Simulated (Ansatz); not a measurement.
# C₂H₁₂InNSi: a spread of methods and bases

How do the results and run time of C₂H₁₂InNSi respond when the settings are drawn wide?

The runs use Ansatz 0.2.0, Gaussian basis; the settings change from run to run.

### Step 1. The molecule

The geometry comes from an earlier relaxation with PBE0-D4 in a triple-zeta def2 set; it is a stationary point, not always the lowest conformer. In takes a core potential in def2 sets; no spin-orbit term is included.

SMILES `[CH3][InH-]([CH3])[NH2+][SiH3]`, 17 atoms, charge 0, spin multiplicity 1.

Atoms are counted from 1 here; the program's logs count them from 0.

Bond lengths: C1–In2 2.171 Å, C1–H6 1.093 Å, C1–H7 1.092 Å, C1–H8 1.093 Å, In2–C3 2.171 Å, In2–N4 2.475 Å, In2–H9 1.747 Å, C3–H10 1.093 Å, C3–H11 1.093 Å, C3–H12 1.092 Å, N4–Si5 1.764 Å, N4–H13 1.014 Å, N4–H14 1.014 Å, Si5–H15 1.487 Å, Si5–H16 1.480 Å, Si5–H17 1.480 Å. Angles: In2–C1–H6 111.3°, In2–C1–H7 111.6°, In2–C1–H8 110.0°, H6–C1–H7 108.6°, H6–C1–H8 107.4°, H7–C1–H8 107.9°, C1–In2–C3 119.6°, C1–In2–N4 97.0°, C1–In2–H9 118.8°, C3–In2–N4 97.1°, C3–In2–H9 118.8°, N4–In2–H9 92.8°, In2–C3–H10 111.3°, In2–C3–H11 110.0°, In2–C3–H12 111.6°, H10–C3–H11 107.4°, H10–C3–H12 108.5°, H11–C3–H12 107.9° and more.

Geometry (Å):

```xyz
17
charge 0, multiplicity 1
C    -0.6515    1.2403    1.8676
In    1.0071    0.1903    0.9394
C     0.9522   -1.9748    0.7844
N     0.3988    0.6804   -1.4085
Si   -1.1703    0.0484   -1.9080
H    -0.7824    2.2355    1.4356
H    -1.5874    0.6888    1.7593
H    -0.4606    1.3705    2.9356
H     2.5459    1.0049    0.7997
H     1.4898   -2.3226   -0.1011
H     1.4337   -2.4240    1.6563
H    -0.0725   -2.3487    0.7377
H     0.4742    1.6908   -1.4465
H     1.1858    0.3000   -1.9222
H    -1.4826    0.3796   -3.3240
H    -2.1840    0.6612   -1.0214
H    -1.1153   -1.4210   -1.7439
```

### Step 2. wB97X/STO-3G

Input file in.yaml:

```yaml
crystal:
  periodic: [false, false, false]
  atoms:
    - {symbol: C, position_ang: [-0.651476, 1.240322, 1.867649]}
    - {symbol: In, position_ang: [1.007111, 0.190345, 0.939449]}
    - {symbol: C, position_ang: [0.952157, -1.974796, 0.784356]}
    - {symbol: N, position_ang: [0.398764, 0.680390, -1.408517]}
    - {symbol: Si, position_ang: [-1.170285, 0.048398, -1.907994]}
    - {symbol: H, position_ang: [-0.782412, 2.235494, 1.435642]}
    - {symbol: H, position_ang: [-1.587369, 0.688755, 1.759287]}
    - {symbol: H, position_ang: [-0.460554, 1.370499, 2.935646]}
    - {symbol: H, position_ang: [2.545905, 1.004900, 0.799717]}
    - {symbol: H, position_ang: [1.489820, -2.322602, -0.101095]}
    - {symbol: H, position_ang: [1.433683, -2.423996, 1.656327]}
    - {symbol: H, position_ang: [-0.072471, -2.348699, 0.737659]}
    - {symbol: H, position_ang: [0.474150, 1.690826, -1.446486]}
    - {symbol: H, position_ang: [1.185827, 0.299959, -1.922220]}
    - {symbol: H, position_ang: [-1.482574, 0.379634, -3.324041]}
    - {symbol: H, position_ang: [-2.183970, 0.661158, -1.021373]}
    - {symbol: H, position_ang: [-1.115305, -1.420986, -1.743906]}
basis:
  gaussian: {orbitals: STO-3G}
hamiltonian: {xc: {name: wB97X}}
```

Run with:

```console
$ ansatz run in.yaml --threads 4 --pin off --events-out ev --progress --plain --max-ram 11315MiB
```

What it wrote:

```text
Functional definition: wB97X
  name "wB97X"
  cite "Chai & Head-Gordon, J. Chem. Phys. 128, 084106 (2008) doi:10.1063/1.2834918"
  cite "Becke, J. Chem. Phys. 107, 8554 (1997) doi:10.1063/1.475007"
  parameter omega = 0.3/bohr
  parameter cx = 0.157706
  parameter cx1 = 0.726479
  parameter cx2 = 1.04760
  parameter cx3 = -5.70635
  parameter cx4 = 13.2794
  parameter css1 = -4.33879
  parameter css2 = 18.2308
  parameter css3 = -31.7430
  parameter css4 = 17.2901
  parameter cos1 = 2.37031
  parameter cos2 = -11.3995
  parameter cos3 = 6.58405
  parameter cos4 = -3.78132
  # The coefficients of nought are those of the uniform gas.
  exchange = spin_sum(e_x_unif_sr(omega)*poly(b97_u_x, 1 - cx, cx1, cx2, cx3, cx4)) + cx*exact_x_sr(omega)
      + exact_x_lr(omega)
  correlation = spin_sum(e_c_pw_same_spin*poly(b97_u_same, 1, css1, css2, css3, css4))
      + integral(e_c_pw_opposite_spin*poly(b97_u_opposite, 1, cos1, cos2, cos3, cos4))
838 factors; integrals over basis functions are off by at most 7.9e-5 eV
271 factors; integrals over basis functions are off by at most 2.2e-6 eV
mean field evaluation 1: about -166197.6361 eV, gradient 1.6e1 eV
mean field evaluation 2: about -166198.7034 eV, gradient 5.4e0 eV
mean field evaluation 4: about -166198.8054 eV, gradient 4.7e-1 eV
mean field evaluation 8: about -166198.6473 eV, gradient 6.8e-3 eV
mean field -166198.64728621 eV, -6107.6876342790 hartree, gradient 6.5e-5 eV, S^2 0.000000; 0 other end points of the search recorded, 0 dependent functions left out
reference -166198.64725910 eV, -6107.6876332827 hartree; 47, 47 occupied and 16, 16 virtual orbitals, 838 factors
Total energy: -166198.64725910 eV, -6107.6876332827 hartree
```

It took 2.7 s on 4 threads of Arm Neoverse V1, shared host; peak memory 0.27 GiB.

### Step 3. PBE-QIDH/ANO-RCC-VTZP

Changes to in.yaml since step 2:

```diff
@@ -21,3 +21,3 @@
 basis:
-  gaussian: {orbitals: STO-3G}
-hamiltonian: {xc: {name: wB97X}}
+  gaussian: {orbitals: ANO-RCC-VTZP}
+hamiltonian: {xc: {name: PBE-QIDH}}
```

Same command.

What it wrote (excerpt; [...] marks lines left out):

```text
Functional definition: PBE-QIDH
  name "PBE-QIDH"
  cite "Brémond, Sancho-García, Pérez-Jiménez & Adamo, J. Chem. Phys. 141, 031101 (2014) doi:10.1063/1.4890314"
  cite "Perdew, Burke & Ernzerhof, Phys. Rev. Lett. 77, 3865 (1996) doi:10.1103/PhysRevLett.77.3865"
[...]
2212 factors; integrals over basis functions are off by at most 1.2e-3 eV
[...]
mean field -171638.40044963 eV, -6307.5948758376 hartree, gradient 2.5e-6 eV, S^2 0.000000; 0 other end points of the search recorded, 0 dependent functions left out
26 core orbitals not correlated: weight in the atoms' cores, before any rotation towards them, 1.000 or more for the frozen orbitals, at most 0.000 for the correlated occupied ones
reference -171638.40047613 eV, -6307.5948768114 hartree; 21, 21 occupied and 313, 313 virtual orbitals, 2212 factors
second order -37.63328624 eV of doubles, -0.00000000 eV of singles
Total energy: -171650.94490488 eV, -6308.0558760649 hartree
Relativity: scalar
```

Run time: 45 s. Hardware: 4 threads of Arm Neoverse V1, shared host; peak memory 2.2 GiB.

### Step 4. wB97M-V/def2-SVPD

This run has multiplicity 3, coordinates scaled by 1.25.

Input file in.yaml:

```yaml
crystal:
  periodic: [false, false, false]
  atoms:
    - {symbol: C, position_ang: [-0.814345, 1.550403, 2.334561]}
    - {symbol: In, position_ang: [1.258889, 0.237931, 1.174311]}
    - {symbol: C, position_ang: [1.190196, -2.468495, 0.980445]}
    - {symbol: N, position_ang: [0.498455, 0.850488, -1.760646]}
    - {symbol: Si, position_ang: [-1.462857, 0.060497, -2.384992]}
    - {symbol: H, position_ang: [-0.978015, 2.794368, 1.794553]}
    - {symbol: H, position_ang: [-1.984211, 0.860944, 2.199109]}
    - {symbol: H, position_ang: [-0.575693, 1.713124, 3.669558]}
    - {symbol: H, position_ang: [3.182381, 1.256124, 0.999646]}
    - {symbol: H, position_ang: [1.862276, -2.903252, -0.126368]}
    - {symbol: H, position_ang: [1.792104, -3.029995, 2.070408]}
    - {symbol: H, position_ang: [-0.090589, -2.935874, 0.922074]}
    - {symbol: H, position_ang: [0.592688, 2.113532, -1.808107]}
    - {symbol: H, position_ang: [1.482284, 0.374949, -2.402775]}
    - {symbol: H, position_ang: [-1.853218, 0.474542, -4.155051]}
    - {symbol: H, position_ang: [-2.729962, 0.826447, -1.276717]}
    - {symbol: H, position_ang: [-1.394131, -1.776233, -2.179882]}
basis:
  gaussian: {orbitals: def2-SVPD}
magnetization: {spin_polarized: true, initial_magnetization: 2}
hamiltonian: {xc: {name: wB97M-V}}
output: {forces: true}
```

Same command.

What it wrote:

```text
Functional definition: wB97M-V
  name "wB97M-V"
  cite "Mardirossian & Head-Gordon, J. Chem. Phys. 144, 214110 (2016) doi:10.1063/1.4952647"
  cite "Becke, J. Chem. Phys. 107, 8554 (1997) doi:10.1063/1.475007"
  cite "Vydrov & Van Voorhis, J. Chem. Phys. 133, 244103 (2010) doi:10.1063/1.3521275"
  # Of w^i u^j: cxij and so on, Table III.
  parameter omega = 0.3/bohr
  parameter cx = 0.15
  parameter cx01 = 1.007
  parameter cx10 = 0.259
  parameter css00 = 0.443
  parameter css04 = -1.437
  parameter css10 = -4.535
  parameter css20 = -3.390
  parameter css43 = 4.278
  parameter cos00 = 1.000
  parameter cos10 = 1.358
  parameter cos20 = 2.924
  parameter cos21 = -8.812
  parameter cos60 = -1.390
  parameter cos61 = 9.142
  parameter b = 6.0
  parameter c = 0.01
  gx(w, u) = 1 - cx + cx01*u + cx10*w
  gss(w, u) = css00 + css04*u^4 + css10*w + css20*w^2 + css43*w^4*u^3
  gos(w, u) = cos00 + cos10*w + (cos20 + cos21*u)*w^2 + (cos60 + cos61*u)*w^6
  exchange = spin_sum(e_x_unif_sr(omega)*gx(b97_w, b97_u_x)) + cx*exact_x_sr(omega) + exact_x_lr(omega)
  correlation = spin_sum(e_c_pw_mod_same_spin*gss(b97_w, b97_u_same))
      + integral(e_c_pw_mod_opposite_spin*gos(b97_w_opposite, b97_u_opposite)) + vv10(b, c)
1884 factors; their error is unknown
836 factors; integrals over basis functions are off by at most 6.2e-6 eV
mean field evaluation 1: about -16781.8792 eV, gradient 2.9e1 eV
mean field evaluation 2: about -16779.9589 eV, gradient 3.6e1 eV
mean field evaluation 4: about -16786.3888 eV, gradient 1.7e0 eV
mean field evaluation 8: about -16786.4382 eV, gradient 1.3e-1 eV
mean field evaluation 16: about -16786.4686 eV, gradient 2.2e-3 eV
mean field evaluation 32: about -16786.4686 eV, gradient 1.1e-4 eV
mean field -16786.46859532 eV, -616.8913426010 hartree, gradient 8.7e-6 eV, S^2 2.024440; 2 other end points of the search recorded, 0 dependent functions left out
the calculation of the forces begins
reference -16786.46868649 eV, -616.8913459515 hartree; 34, 32 occupied and 178, 180 virtual orbitals, 1884 factors
Total energy: -16786.46868649 eV, -616.8913459515 hartree
Atom 0 at    -0.814345     1.550403     2.334561 Å, force    -4.112262     2.465699     2.473631 eV/Å
Atom 1 at     1.258889     0.237931     1.174311 Å, force     1.176244     0.761702    -0.528102 eV/Å
Atom 2 at     1.190196    -2.468495     0.980445 Å, force    -0.193616    -5.384562    -0.172600 eV/Å
Atom 3 at     0.498455     0.850488    -1.760646 Å, force     1.059283     1.407008    -2.530655 eV/Å
Atom 4 at    -1.462857     0.060497    -2.384992 Å, force     0.791441     0.396533     0.024672 eV/Å
Atom 5 at    -0.978015     2.794368     1.794553 Å, force     0.716665    -4.017936     1.516043 eV/Å
Atom 6 at    -1.984211     0.860944     2.199109 Å, force     3.878802     2.122953     0.341523 eV/Å
Atom 7 at    -0.575693     1.713124     3.669558 Å, force    -0.565057    -0.653507    -4.296600 eV/Å
Atom 8 at     3.182381     1.256124     0.999646 Å, force    -1.144247    -0.594162     0.070044 eV/Å
Atom 9 at     1.862276    -2.903252    -0.126368 Å, force    -2.108007     1.654318     3.431322 eV/Å
Atom 10 at     1.792104    -3.029995     2.070408 Å, force    -1.903145     2.016070    -3.393836 eV/Å
Atom 11 at    -0.090589    -2.935874     0.922074 Å, force     4.100519     1.678458     0.184693 eV/Å
Atom 12 at     0.592688     2.113532    -1.808107 Å, force    -0.449421    -5.220377    -0.252889 eV/Å
Atom 13 at     1.482284     0.374949    -2.402775 Å, force    -4.217355     2.144116     2.266342 eV/Å
Atom 14 at    -1.853218     0.474542    -4.155051 Å, force     0.676533    -0.728227     3.098450 eV/Å
Atom 15 at    -2.729962     0.826447    -1.276717 Å, force     2.342135    -1.352712    -1.924203 eV/Å
Atom 16 at    -1.394131    -1.776233    -2.179882 Å, force    -0.048511     3.304626    -0.307836 eV/Å
Dipole moment:    -0.668831    -0.179575    -0.455173 e Å
```

Run time: 94 s. Hardware: 4 threads of Arm Neoverse V1, shared host; peak memory 2 GiB.

Largest force 5.395 eV/Å, dipole 3.98 D, ⟨S²⟩ 2.024.

### Step 5. SPW92/ANO-RCC-VTZP

Set apart from the defaults: finite nuclei, high accuracy, the search for lower states set to off.

Input file in.yaml:

```yaml
crystal:
  periodic: [false, false, false]
  atoms:
    - {symbol: C, position_ang: [-0.651476, 1.240322, 1.867649]}
    - {symbol: In, position_ang: [1.007111, 0.190345, 0.939449]}
    - {symbol: C, position_ang: [0.952157, -1.974796, 0.784356]}
    - {symbol: N, position_ang: [0.398764, 0.680390, -1.408517]}
    - {symbol: Si, position_ang: [-1.170285, 0.048398, -1.907994]}
    - {symbol: H, position_ang: [-0.782412, 2.235494, 1.435642]}
    - {symbol: H, position_ang: [-1.587369, 0.688755, 1.759287]}
    - {symbol: H, position_ang: [-0.460554, 1.370499, 2.935646]}
    - {symbol: H, position_ang: [2.545905, 1.004900, 0.799717]}
    - {symbol: H, position_ang: [1.489820, -2.322602, -0.101095]}
    - {symbol: H, position_ang: [1.433683, -2.423996, 1.656327]}
    - {symbol: H, position_ang: [-0.072471, -2.348699, 0.737659]}
    - {symbol: H, position_ang: [0.474150, 1.690826, -1.446486]}
    - {symbol: H, position_ang: [1.185827, 0.299959, -1.922220]}
    - {symbol: H, position_ang: [-1.482574, 0.379634, -3.324041]}
    - {symbol: H, position_ang: [-2.183970, 0.661158, -1.021373]}
    - {symbol: H, position_ang: [-1.115305, -1.420986, -1.743906]}
basis:
  gaussian: {orbitals: ANO-RCC-VTZP, nuclear_model: gaussian}
hamiltonian: {xc: {name: SPW92}}
accuracy: high
scf: {lower_state_search: off}
```

Launched as before.

What it wrote (excerpt; [...] marks lines left out):

```text
Functional definition: SPW92
  name "SPW92"
  cite "Dirac, Proc. Camb. Phil. Soc. 26, 376 (1930) doi:10.1017/S0305004100016108"
  cite "Slater, Phys. Rev. 81, 385 (1951) doi:10.1103/PhysRev.81.385"
  cite "Perdew & Wang, Phys. Rev. B 45, 13244 (1992) doi:10.1103/PhysRevB.45.13244"
[...]
6958 factors; integrals over basis functions are off by at most 5.0e-9 eV
[...]
mean field -171455.91022772 eV, -6300.8884838788 hartree, gradient 2.6e-8 eV, S^2 0.000000; 0 other end points of the search recorded, 0 dependent functions left out
reference -171455.91024019 eV, -6300.8884843369 hartree; 47, 47 occupied and 313, 313 virtual orbitals, 6958 factors
Total energy: -171455.91024019 eV, -6300.8884843369 hartree
Relativity: scalar
Checks for a lower state left out: stability, starts, cluster_reference, orbital_swaps, neighbouring_geometries, increment
```

It took 3.1 min on 4 threads of Arm Neoverse V1, shared host; peak memory 4.4 GiB.

### Step 6. PBE0/def2-SVPD

This run has high accuracy, the search for lower states set to full.

Changes to in.yaml since step 5:

```diff
@@ -21,5 +21,5 @@
 basis:
-  gaussian: {orbitals: ANO-RCC-VTZP, nuclear_model: gaussian}
-hamiltonian: {xc: {name: SPW92}}
+  gaussian: {orbitals: def2-SVPD}
+hamiltonian: {xc: {name: PBE0}}
 accuracy: high
-scf: {lower_state_search: off}
+scf: {lower_state_search: full}
```

Same command.

What it wrote:

```text
Functional definition: PBE0
  name "PBE0"
  cite "Adamo & Barone, J. Chem. Phys. 110, 6158 (1999) doi:10.1063/1.478522"
  cite "Perdew, Burke & Ernzerhof, Phys. Rev. Lett. 77, 3865 (1996) doi:10.1103/PhysRevLett.77.3865"
  parent pbe
  parameter a = 0.25
  parameter kappa = 0.804
  parameter beta = 0.06672455060314922
  exchange = (1 - a)*pbe_x(kappa = kappa, mu = beta*pi^2/3) + a*exact_x
  correlation = pbe_c(beta = beta)
4549 factors; integrals over basis functions are off by at most 3.8e-9 eV
mean field evaluation 1: about -16785.1253 eV, gradient 7.6e1 eV
mean field evaluation 2: about -16785.2879 eV, gradient 7.6e1 eV
mean field evaluation 4: about -16798.1765 eV, gradient 8.7e0 eV
mean field evaluation 8: about -16798.3798 eV, gradient 8.1e-1 eV
mean field evaluation 16: about -16798.3817 eV, gradient 5.9e-5 eV
mean field -16798.38174060 eV, -617.3291426151 hartree, gradient 2.3e-8 eV, S^2 0.000000; 0 other end points of the search recorded, 0 dependent functions left out
reference -16798.38174584 eV, -617.3291428076 hartree; 33, 33 occupied and 179, 179 virtual orbitals, 4549 factors
Total energy: -16798.38174584 eV, -617.3291428076 hartree
```

It took 18 s on 4 threads of Arm Neoverse V1, shared host; peak memory 1.7 GiB.

### Step 7. r2SCAN0/def2-SVP

Options: multiplicity 3, a grid of angular degree 47, D3(BJ) dispersion.

Changes to in.yaml since step 6:

```diff
@@ -21,5 +21,5 @@
 basis:
-  gaussian: {orbitals: def2-SVPD}
-hamiltonian: {xc: {name: PBE0}}
-accuracy: high
-scf: {lower_state_search: full}
+  gaussian: {orbitals: def2-SVP, final_grid: {core_spheres: 20, valence_spheres: 16, degree: 47}}
+magnetization: {spin_polarized: true, initial_magnetization: 2}
+hamiltonian: {xc: {name: r2SCAN0}, dispersion: d3bj}
+output: {forces: true}
```

Launched as before.

What it wrote (excerpt; [...] marks lines left out):

```text
Warning: the engine holds no damping parameters fitted to this dispersion correction and functional, so the run takes those fitted to r2scan0 beside the three-body term, which d3bj leaves out (hamiltonian.dispersion, under Limitations)
Functional definition: r2SCAN0
  name "r2SCAN0"
  cite "Bursch, Neugebauer, Ehlert & Grimme, J. Chem. Phys. 156, 134105 (2022) doi:10.1063/5.0086040"
  cite "Furness, Kaplan, Ning, Perdew & Sun, J. Phys. Chem. Lett. 11, 8208 (2020) doi:10.1021/acs.jpclett.0c02405"
  cite "Furness, Kaplan, Ning, Perdew & Sun, J. Phys. Chem. Lett. 11, 9248 (2020) doi:10.1021/acs.jpclett.0c03077"
  parent r2scan
[...]
1562 factors; integrals over basis functions are off by at most 1.3e-3 eV
[...]
mean field -16798.05659408 eV, -617.3171937007 hartree, gradient 1.4e-6 eV, S^2 2.027371; 7 other end points of the search recorded, 0 dependent functions left out
[...]
reference -16798.05661199 eV, -617.3171943588 hartree; 34, 32 occupied and 112, 114 virtual orbitals, 1562 factors
[...]
Atom 6 at    -1.587369     0.688755     1.759287 Å, force     0.012418    -0.261899    -0.158255 eV/Å
Atom 7 at    -0.460554     1.370499     2.935646 Å, force     0.556864    -0.422183    -0.127951 eV/Å
Atom 8 at     2.545905     1.004900     0.799717 Å, force    -0.208093     0.017936    -0.358558 eV/Å
Atom 9 at     1.489820    -2.322602    -0.101095 Å, force     0.148496     0.598785    -0.400231 eV/Å
Atom 10 at     1.433683    -2.423996     1.656327 Å, force     0.012687     0.668143     0.240455 eV/Å
Atom 11 at    -0.072471    -2.348699     0.737659 Å, force    -0.223399     0.208586     0.000799 eV/Å
Atom 12 at     0.474150     1.690826    -1.446486 Å, force     0.116994     0.349796    -0.006503 eV/Å
Atom 13 at     1.185827     0.299959    -1.922220 Å, force     0.332541    -0.068527    -0.147259 eV/Å
Atom 14 at    -1.482574     0.379634    -3.324041 Å, force    -0.132430    -0.067522    -0.000801 eV/Å
Atom 15 at    -2.183970     0.661158    -1.021373 Å, force    -0.048593     0.016980     0.078395 eV/Å
Atom 16 at    -1.115305    -1.420986    -1.743906 Å, force     0.002770    -0.082043     0.043544 eV/Å
Dipole moment:    -0.551682    -0.092050    -0.533748 e Å
```

It took 37 s on 4 threads of Arm Neoverse V1, shared host; peak memory 0.75 GiB.

Largest force 3.121 eV/Å, dipole 3.71 D, ⟨S²⟩ 2.027.

### Step 8. HF/def2-TZVPD

Set apart from the defaults: charge -1, multiplicity 2, density fitting with def2-universal-jkfit.

Changes to in.yaml since step 7:

```diff
@@ -21,5 +21,5 @@
 basis:
-  gaussian: {orbitals: def2-SVP, final_grid: {core_spheres: 20, valence_spheres: 16, degree: 47}}
-magnetization: {spin_polarized: true, initial_magnetization: 2}
-hamiltonian: {xc: {name: r2SCAN0}, dispersion: d3bj}
-output: {forces: true}
+  gaussian: {orbitals: def2-TZVPD, fitting: {mean_field: def2-universal-jkfit}}
+total_charge: -1
+magnetization: {spin_polarized: true, initial_magnetization: 1}
+hamiltonian: {xc: {name: HF}}
```

Launched as before.

What it wrote (excerpt; [...] marks lines left out):

```text
Functional definition: HF
  name "HF"
  cite "Fock, Z. Phys. 61, 126 (1930) doi:10.1007/BF01340294"
  parent pbe
[...]
789 factors; integrals over basis functions are off by at most 6.3e-1 eV
[...]
mean field -16744.35450737 eV, -615.3436784148 hartree, gradient 1.1e-5 eV, S^2 0.750413; 3 other end points of the search recorded, 0 dependent functions left out
reference -16744.35450737 eV, -615.3436784148 hartree; 34, 33 occupied and 284, 285 virtual orbitals, 789 factors
Total energy: -16744.35450737 eV, -615.3436784148 hartree
```

It took 51 s on 4 threads of Arm Neoverse V1, shared host; peak memory 0.89 GiB.

⟨S²⟩ 0.750.

### Step 9. The runs in one table

| level | charge | multiplicity | geometry | functions | energy (eV) | time |
| --- | --- | --- | --- | --- | --- | --- |
| wB97X/STO-3G | 0 | 1 | relaxed | 63 | -166198.647 | 2.7 s |
| PBE-QIDH/ANO-RCC-VTZP | 0 | 1 | relaxed | 360 | -171650.945 | 45 s |
| wB97M-V/def2-SVPD | 0 | 3 | scaled | 212 | -16786.469 | 94 s |
| SPW92/ANO-RCC-VTZP | 0 | 1 | relaxed | 360 | -171455.910 | 3.1 min |
| PBE0/def2-SVPD | 0 | 1 | relaxed | 212 | -16798.382 | 18 s |
| r2SCAN0/def2-SVP | 0 | 3 | relaxed | 146 | -16798.199 | 37 s |
| HF/def2-TZVPD | -1 | 2 | relaxed | 318 | -16744.355 | 51 s |

### Step 10. Results

```
                                         quantity                        value
                                             runs                            7
                                         quickest          wB97X/STO-3G, 2.7 s
                                          slowest  SPW92/ANO-RCC-VTZP, 3.1 min
spread of total energies, same state and geometry                  154852.6 eV
```

Run time spans a factor of 71, from wB97X/STO-3G to SPW92/ANO-RCC-VTZP. The jobs differ in tasks and options as well as level. The totals spread over 154853 eV; they can't be compared across methods or bases. Some of these runs are scalar-relativistic and others not, which shifts the totals of all-electron atoms past neon by several eV an atom and more; core potentials, where a basis has them, take the core out of the total altogether.
